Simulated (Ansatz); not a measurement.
# SiAsH (triplet): wave-function methods side by side, cc-pVDZ

An exercise on one series of results from a longer session: the logs are not shown, and one member is left open.

Method: cc-pVDZ, core rule «outside noble gas», up to 19 orbitals frozen; program: Ansatz 0.2.0, Gaussian basis.

The runs, in order: UHF; CCSD(T) on ROHF; CCSD(T) on UHF; BCCD(T) on ROHF; CISD as a restricted active space (open shells left free, so some higher excitations enter); CCSDT(Q) on ROHF; CCSDT(Q) on UHF; CASSCF and MRCISD+Q, 10 electrons in 9 orbitals; CASSCF and NEVPT2, 10 electrons in 9 orbitals.

26 further runs of the same task are left out: 12 that didn't finish, 14 set aside as unsound or not needed. Runs told in other sessions of the task aren't counted.

**The geometry**

The geometry is a PBE0/def2-TZVP stationary point (not a proven minimum). No spin-orbit coupling is included. The filled d shell of As may be among the frozen orbitals whatever the setting's name suggests.

3 atoms, charge 0, spin multiplicity 3.

Atoms are counted from 1 here; the program's logs count them from 0.

Bond lengths: Si1–As2 2.376 Å, As2–H3 1.534 Å. Angles: Si1–As2–H3 96.9°.

The first run:

File in.yaml:

```yaml
crystal:
  periodic: [false, false, false]
  atoms:
    - {symbol: Si, position_ang: [0.000000, 0.027963, 1.736186]}
    - {symbol: As, position_ang: [0.000000, -0.030497, -0.639258]}
    - {symbol: H, position_ang: [0.000000, 1.487685, -0.860592]}
basis:
  gaussian: {orbitals: cc-pVDZ}
magnetization: {spin_polarized: true, initial_magnetization: 2}
hamiltonian: {xc: hf}
output: {orbitals: {seedname: orbitals}}
```

On the command line:

```console
$ ansatz run in.yaml --threads 1 --pin off --events-out ev --progress --plain --max-ram 2393MiB
```

Steps of the session up to this table: UHF; CCSD(T) on ROHF; CCSD(T) on UHF; BCCD(T) on ROHF; CISD as a restricted active space (open shells left free, so some higher excitations enter); CCSDT(Q) on ROHF; CCSDT(Q) on UHF; CASSCF and MRCISD+Q, 10 electrons in 9 orbitals; CASSCF and NEVPT2, 10 electrons in 9 orbitals.

One of the session's tables, all rows but one given; the rest of the session is left out.

| method | from UCCSDT(Q) (kJ/mol) |
| --- | --- |
| ROHF | +520.3 |
| UHF | +502.7 |
| RMP2 | +114.0 |
| UMP2 | +117.6 |
| CISD | +60.3 |
| RCCSD | +21.0 |
| UCCSD | +20.4 |
| RCCSD(T) | +4.7 |
| UCCSD(T) | +4.6 |
| BCCD(T) | +4.7 |
| RCCSDT | +1.2 |
| UCCSDT | +1.0 |
| RCCSDT(Q) | +0.2 |
| UCCSDT(Q) | 0 |
| CASSCF valence | +379.5 |
| NEVPT2 valence | +92.0 |
| MRCISD valence | ? |
| MRCISD+Q valence | +1.9 |

**Question.** Estimate the row for MRCISD valence.

The run gave: from UCCSDT(Q) (kJ/mol): +31.8. In the column «from UCCSDT(Q) (kJ/mol)» it lies between RCCSD (+21.0) and CISD (+60.3).

With the free atoms at the same levels and basis (separate runs), the atomisation energy is 4.178 eV at UCCSDT(Q), 4.165 eV at RCCSD(T), 4.149 eV at UCCSD(T), 2.603 eV at ROHF.

To keep in mind: Restricted and unrestricted rows rest on different reference determinants; a gap between their highest levels can come from leftover correlation error, from unlike frozen cores or from another state.
